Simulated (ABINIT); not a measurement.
Here is an ABINIT 10.8.3 (patched build) calculation.

File run.abi:

```
pp_dirpath "./"
pseudos "Bi.GGA_PBE-JTH.xml, S.GGA_PBE-JTH.xml"

acell 8.0586226875 8.0586226875 8.0586226909
rprim
     0.4946185498     0.2855681518     0.8208552375
    -0.4946185498     0.2855681518     0.8208552375
     0.0000000000    -0.5711363057     0.8208552371
ntypat 2
znucl 83 16
natom 2
typat 1 2
xcart
     0.0282563589     0.0201845794     0.0770709297
     0.1190960288    -0.0340291255     9.9515961002
chkprim 0
chksymtnons 0
tolsym 1.0e-6

ecut 22.0
pawecutdg 44.0
pawxcdev 0

kptopt 1
ngkpt 8 8 8
nshiftk 1
shiftk 0.0 0.0 0.0

ixc 11

nband 15
occopt 3
tsmear 0.05 eV

nstep 100
tolvrs 1.0e-9

iomode 3
prtwf 0
prtden 0
prteig 0
prtebands 0
enunit 2
```

Potentials or basis: JTH PAW PBE v2.0.

Launch:

```sh
$ abinit run.abi > log 2>&1
```

Q: What does it give for the band gap on the k mesh?

A: None (metal or under the smearing width).

Q: Estimate the largest force.

A: 0.067 eV/Å.

Stress tensor (GPa, compression positive):
```
-1.51  0.05  0.01
 0.05 -1.46 -0.01
 0.01 -0.01 -0.94
```

Caveat: spin-orbit coupling is left out, which moves the levels of the heavy elements.
